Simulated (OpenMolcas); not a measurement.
**O: a chain of runs**

We compute a series of 9 runs (ROHF/def2-TZVP, CASSCF(6,4)/def2-TZVP, CASPT2(6,4)/def2-TZVP, CASPT2[IPEA 0](6,4)/def2-TZVP, SC-NEVPT2(6,4)/def2-TZVP, PC-NEVPT2(6,4)/def2-TZVP, MC-PDFT[tPBE](6,4)/def2-TZVP, MC-PDFT[ftPBE](6,4)/def2-TZVP, and more) of O. 

The calculation is run with OpenMolcas 26.06.

54 further runs of the same task are left out: 54 set aside as unsound or not needed.

### Step 1. The energy at ROHF/def2-TZVP (run 1)

Input file step1.input:

```
&GATEWAY
  BasLib=$CurrDir
  BasisSet
  O.def2-TZVP....
  O1 0.000000 0.000000 0.000000 angstrom
  End of Basis

&SEWARD

&SCF
  UHF
  Spin=3
  PrOrbitals=1 1

&RASSCF
  FileOrb=$Project.UnaOrb
  Spin=3
  Nactel=2 0 0
  Inactive=3
  Ras2=2
  OutOrbitals=Canonical
  OrbListing=Nothing
```

The basis set def2-TZVP is read from a file made from the Basis Set Exchange's data (not shown).

Started as:

```console
$ export MOLCAS_MEM=1860
$ pymolcas step1.input > step1.log
```

The log of the run:

```text
--- Start Module: gateway ---
[...]
--- Stop Module: gateway /rc=_RC_ALL_IS_WELL_ ---
[...]
      Basis functions           31
[...]
--- Start Module: scf ---
[...]
       Convergence after  21 Iterations
[...]
::    Total SCF energy                                -74.8156250913
[...]
      Total spin, S                                     1.0027398021
[...]
--- Stop Module: scf /rc=_RC_ALL_IS_WELL_ ---
[...]
--- Start Module: rasscf ---
[...]
      Number of active orbitals                  2
[...]
      Spin quantum number                      1.0
[...]
      Active orbitals                            2
[...]
      Number of CSFs                             1
[...]
      Number of root(s) required                 1
[...]
      Convergence after  7 iterations
[...]
      printout of CI-coefficients larger than  0.05 for root  1
      energy=     -74.809365
      conf/sym  11     Coeff  Weight
             1  uu   1.00000 1.00000
      Natural orbitals and occupation numbers for root  1
      sym 1:   1.000000   1.000000
      ************************************************************************************************************************
      *                                                    Final results                                                     *
[...]
::    RASSCF root number  1 Total energy:    -74.80936473
[...]
      Total electronic charge=    8.000000
      Total            charge=   -0.000000
[...]
      Dipole Moment (debye):
      Origin of the operator (angstrom)=    0.0000    0.0000    0.0000
                   X=  1.7297E-10               Y=  1.8900E-11               Z= -1.1801E-11           Total=  1.7440E-10
      Quadrupole Moment (debye*angstrom):
[...]
--- Stop Module: rasscf /rc=_RC_ALL_IS_WELL_ ---
[...]
```

It took 3.9 s on 1 thread of Intel Xeon Platinum 8488C (Sapphire Rapids), shared host; peak memory 0.37 GiB.

### Step 2. The O atom: a single-point energy at CASSCF(6,4)/def2-TZVP (run 2)

Input file step2.input:

```
* O CASSCF
&GATEWAY
BasLib=$CurrDir
BasisSet
O.def2-TZVP....
O1 0.000000 0.000000 0.000000 angstrom
End of Basis
&SEWARD
&RASSCF
FileOrb=$CurrDir/step1.RasOrb
Spin=3
Nactel=6 0 0
Inactive=1
Ras2=4
OrbListing=Nothing
```

The basis set def2-TZVP is read from a file made from the Basis Set Exchange's data (not shown).

Run the same way, it converges to -74.80936 Eh (log not shown).

Runs 3 to 4 aren't shown in full; the table further down has their settings and results.

### Step 3. The O atom: a single-point energy at SC-NEVPT2(6,4)/def2-TZVP (run 5)

Input file step5.inp:

```
* O NEVPT2

&GATEWAY
  BasLib=$CurrDir
  BasisSet
  O.def2-TZVP....
  O1 0.000000 0.000000 0.000000 angstrom
  End of Basis

&SEWARD

&RASSCF
  FileOrb=$CurrDir/step2.RasOrb
  Spin=3
  Nactel=6 0 0
  Inactive=1
  Ras2=4
  OrbListing=Nothing

&CASPT2
  SC-NEVPT2
  Frozen=1
```

The basis set def2-TZVP is read from a file made from the Basis Set Exchange's data (not shown).

Started as:

```console
$ export MOLCAS_MEM=1860
$ pymolcas step5.inp > step5.log
```

The log of the run (excerpt; [...] marks lines left out):

```text
--- Start Module: gateway ---
[...]
--- Stop Module: gateway /rc=_RC_ALL_IS_WELL_ ---
[...]
      Basis functions           31
[...]
--- Start Module: rasscf ---
[...]
      Number of active orbitals                  4
[...]
      Spin quantum number                      1.0
[...]
      Active orbitals                            4
[...]
      Number of CSFs                             6
[...]
      Number of root(s) required                 1
[...]
 ###    WARNING: Problems in orbital optimization.                           ###
 ###############################################################################
  Warning: In symmetry  1, orbital p=   2 has diagonal density matrix element D(p,p) close to two. (2 - D(p,p))=  0.000000E+00
[...]
 ###    WARNING: Problems in orbital optimization.                           ###
 ###############################################################################
  Warning: In symmetry  1, orbital p=   2 has diagonal density matrix element D(p,p) close to two. (2 - D(p,p))= -8.881784E-16
[...]
      Convergence after  4 iterations
[...]
      printout of CI-coefficients larger than  0.05 for root  1
      energy=     -74.809365
      conf/sym  1111     Coeff  Weight
             1  22uu   1.00000 1.00000
      Natural orbitals and occupation numbers for root  1
      sym 1:   2.000000   2.000000   1.000000   1.000000
      ************************************************************************************************************************
      *                                                    Final results                                                     *
[...]
::    RASSCF root number  1 Total energy:    -74.80936473
[...]
      Total electronic charge=    8.000000
      Total            charge=   -0.000000
[...]
      Dipole Moment (debye):
      Origin of the operator (angstrom)=    0.0000    0.0000    0.0000
                   X=  1.9287E-12               Y= -4.2116E-13               Z= -9.4434E-14           Total=  1.9764E-12
      Quadrupole Moment (debye*angstrom):
[...]
--- Stop Module: rasscf /rc=_RC_ALL_IS_WELL_ ---
[...]
--- Start Module: caspt2 ---
[...]
      E2 (Variational):          -0.1375693803
[...]
      E2 (Variational):          -0.1372911219
      Total energy:             -74.9466558546
[...]
      Reference weight:           0.97429
[...]
::    SC-NEVPT2 Root  1     Total energy:    -74.94665585
[...]
--- Stop Module: caspt2 /rc=_RC_ALL_IS_WELL_ ---
[...]
```

It took 3.6 s on 1 thread of Intel Xeon Platinum 8488C (Sapphire Rapids), shared host; peak memory 0.37 GiB.

Runs 6 to 8 aren't shown in full; the table further down has their settings and results.

### Step 4. The O atom: the energy at MRCI(6,4)/def2-TZVP (run 9)

Input file step9.input:

```
&gateway
 baslib
 $CurrDir
 basisset
 O.def2-TZVP....
 O1 0.000000 0.000000 0.000000 angstrom
 End of Basis

&seward

&rasscf
 fileorb
 $CurrDir/step2.RasOrb
 spin
 3
 nactel
 6 0 0
 inactive
 1
 ras2
 4
 orblisting
 Nothing

&motra
 lumorb
 frozen
 1

&guga
 electrons
 6
 spin
 3
 inactive
 0
 active
 4
 ciall
 1

&mrci
 sdci
```

The basis set def2-TZVP is read from a file made from the Basis Set Exchange's data (not shown).

Started as:

```console
$ export MOLCAS_MEM=1860
$ pymolcas step9.input > step9.log
```

The log of the run (excerpt; [...] marks lines left out):

```text
--- Start Module: gateway ---
[...]
--- Stop Module: gateway /rc=_RC_ALL_IS_WELL_ ---
[...]
      Basis functions           31
[...]
      Number of active orbitals                  4
[...]
      Spin quantum number                      1.0
[...]
      Active orbitals                            4
[...]
      Number of CSFs                             6
[...]
      Number of root(s) required                 1
[...]
 ###    WARNING: Problems in orbital optimization.                           ###
 ###############################################################################
  Warning: In symmetry  1, orbital p=   2 has diagonal density matrix element D(p,p) close to two. (2 - D(p,p))=  0.000000E+00
[...]
      Convergence after  4 iterations
[...]
      printout of CI-coefficients larger than  0.05 for root  1
      energy=     -74.809365
      conf/sym  1111     Coeff  Weight
             1  22uu   1.00000 1.00000
      Natural orbitals and occupation numbers for root  1
      sym 1:   2.000000   2.000000   1.000000   1.000000
      ************************************************************************************************************************
      *                                                    Final results                                                     *
[...]
::    RASSCF root number  1 Total energy:    -74.80936473
[...]
      Dipole Moment (debye):
      Origin of the operator (angstrom)=    0.0000    0.0000    0.0000
                   X=  1.9287E-12               Y= -4.2116E-13               Z= -9.4434E-14           Total=  1.9764E-12
      Quadrupole Moment (debye*angstrom):
[...]
      *** WARNING: Default frozen orbitals is overwritten by user input.
      *** Default values:   1
[...]
--- Start Module: guga ---
[...]
--- Stop Module: guga /rc=_RC_ALL_IS_WELL_ ---
--- Start Module: mrci ---
[...]
       (But an ACPF correction will be computed)
       USE THE DEFAULT ACPF G-VALUE GFAC=  0.33333333333333331
[...]
                      CI ENERGY:   -74.97158077
[...]
                ACPF CORRECTION:    -0.00418246
[...]
      Total electronic charge=    8.000000
      Total            charge=    0.000000
[...]
     ACPF CORRECTION:     -0.00418246
[...]
  CI State   1     Total energy:    -74.97158077     QDav:     -0.00635562     QACPF:     -0.00418246
[...]
--- Stop Module: mrci /rc=_RC_ALL_IS_WELL_ ---
[...]
```

Run time: 2.7 s. Hardware: 1 thread of Intel Xeon Platinum 8488C (Sapphire Rapids), shared host; peak memory 0.37 GiB.

### Step 5. All runs side by side

```csv
run,level,active rule,inactive,energy (Eh),dipole moment (D) of the reference,wall time
1,ROHF/def2-TZVP,–,–,-74.809365,0.00,3.9 s
2,"CASSCF(6,4)/def2-TZVP",full valence,1,-74.809365,0.00,2.8 s
3,"CASPT2(6,4)/def2-TZVP",full valence,1,-74.961945,0.00,2.5 s
4,"CASPT2[IPEA 0](6,4)/def2-TZVP",full valence,1,-74.967023,0.00,2.4 s
5,"SC-NEVPT2(6,4)/def2-TZVP",full valence,1,-74.946656,0.00,3.6 s
6,"PC-NEVPT2(6,4)/def2-TZVP",full valence,1,-74.946934,0.00,3 s
7,"MC-PDFT[tPBE](6,4)/def2-TZVP",full valence,1,-74.994444,0.00,2.7 s
8,"MC-PDFT[ftPBE](6,4)/def2-TZVP",full valence,1,-75.018547,0.00,2.7 s
9,"MRCI(6,4)/def2-TZVP",full valence,1,-74.971581,0.00,2.7 s
```

### Step 6. Outcome

| quantity | value |
| --- | --- |
| O atom, run 9: total energy | -74.97158 Eh |
| O atom, run 9: dipole moment (CASSCF density) | 0.00 D |

Below the ROHF energy at the same shape and in the same basis (def2-TZVP): CASSCF(6,4) +0.0 mEh; CASPT2(6,4) -152.6 mEh; CASPT2[IPEA 0](6,4) -157.7 mEh; SC-NEVPT2(6,4) -137.3 mEh; PC-NEVPT2(6,4) -137.6 mEh; MRCI(6,4) -162.2 mEh. Active-space methods hold only the correlation inside their space unless a perturbation or CI step follows. All runs together took 26 s, the longest 3.9 s.
